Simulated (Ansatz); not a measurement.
**ClGeH3: vertical and adiabatic energies of changing the electron count, by script**

Aim: vertical and adiabatic energies of changing the electron count, for ClGeH3, run from a script. SMILES: [Cl][GeH3].

Program: the Python package of Ansatz 0.2.0. Level of theory: CAM-B3LYP/def2-TZVP. These are calculated values, not measurements.

## Step 1: The structure

Bond lengths: Cl1–Ge2 2.120 Å, Ge2–H3 1.562 Å, Ge2–H4 1.564 Å, Ge2–H5 1.540 Å. Angles: Cl1–Ge2–H3 109.6°, Cl1–Ge2–H4 111.1°, Cl1–Ge2–H5 110.0°, H3–Ge2–H4 109.2°, H3–Ge2–H5 109.8°, H4–Ge2–H5 107.2°.

No structure file is read: the coordinates are typed or built in the script.

## Step 2: Script

Contents of clgeh3_adiabatic.py:

```python
"""Vertical and adiabatic ionisation of ClGeH3."""

import itertools

import ansatz as az
from ase import Atoms
from ase.data import atomic_numbers, covalent_radii
import numpy as np

atoms = Atoms(["Cl", "Ge", "H", "H", "H"], positions=[
    (-1.8986, -0.0114, 0.6473),
    (0.1055, -0.0114, -0.0428),
    (0.1742, 0.6591, -1.4521),
    (0.6664, -1.4678, -0.1393),
    (1.0023, 0.7579, 0.9455),
])
mol = az.Crystal.molecule_from_ase(atoms)

job = (
    mol.calculation()
    .basis(gaussian="def2-TZVP")
    .functional("cam_b3lyp")
)
symbols = [site.symbol for site in mol.cartesian_sites]
start = np.array([site.position_ang for site in mol.cartesian_sites], dtype=float)
report = job.relax(force_tolerance=0.01).run().report
end = np.array(report["positions_ang"])

minimum = az.Crystal.molecule()
for symbol, place in zip(symbols, end):
    minimum = minimum.atom(symbol, place.tolist())
ion = minimum.calculation()
ion = ion.basis(gaussian="def2-TZVP")
ion = ion.functional("cam_b3lyp").charge(1)
ion = ion.spin("collinear", total=1)
vertical = ion.run().report
settled = ion.relax(force_tolerance=0.01, max_steps=80).run().report
print(f"vertical ionisation energy   {vertical['free_energy_ev'] - report['free_energy_ev']:.3f} eV")
print(f"adiabatic, no zero point     {settled['free_energy_ev'] - report['free_energy_ev']:.3f} eV")
print(f"relaxation energy of the ion {vertical['free_energy_ev'] - settled['free_energy_ev']:.3f} eV")
ionised = np.array(settled["positions_ang"])
# pairs closer than 1.2 times the sum of covalent radii, before or after
radius = [covalent_radii[atomic_numbers[s]] for s in symbols]
span = lambda where, i, j: np.linalg.norm(where[i] - where[j])
bonded = [(i, j) for i, j in itertools.combinations(range(len(symbols)), 2) if min(span(end, i, j), span(ionised, i, j)) < 1.2 * (radius[i] + radius[j])]
print("pair        before    after (A)")
for i, j in bonded:
    print(f"{symbols[i]}{i}-{symbols[j]}{j}".ljust(10), f"{span(end, i, j):8.4f} {span(ionised, i, j):8.4f}")
```

## Step 3: What the engine is handed

The engine receives this input (first run):

```yaml
crystal:
  periodic: [false, false, false]
  atoms:
    - { symbol: Cl, position_ang: [-1.8986, -0.0114, 0.6473] }
    - { symbol: Ge, position_ang: [0.1055, -0.0114, -0.0428] }
    - { symbol: H, position_ang: [0.1742, 0.6591, -1.4521] }
    - { symbol: H, position_ang: [0.6664, -1.4678, -0.1393] }
    - { symbol: H, position_ang: [1.0023, 0.7579, 0.9455] }
basis:
  gaussian:
    orbitals: def2-TZVP
hamiltonian:
  xc: cam_b3lyp
relax:
  f_tol: 0.01
```

## Step 4: The run

The run is started by

```
python clgeh3_adiabatic.py
```

Without the output at hand: what should come out? Wanted: vertical ionisation energy; adiabatic ionisation energy, no zero point.

As calculated:

```
                                  quantity      value
                vertical ionisation energy  11.335 eV
adiabatic ionisation energy, no zero point  11.083 eV
                             runs compared          3
```

The ionisation energy is a difference of two total energies at the neutral geometry; letting the ion relax lowers it by 0.25 eV. In CPU time, run 3 cost about 12 times as much as run 1. Run 1: After 4 moves the largest shift is 0.061 Å, of atom 2 (Ge). Run 3: The relaxation took 9 moves; the largest shift is 0.405 Å, of atom 3 (H). The energies are electronic: no zero-point or thermal terms, and the basis set is short of its limit. The product may relax into another structure. The relaxation finds the nearest minimum, so the adiabatic value is an upper bound.
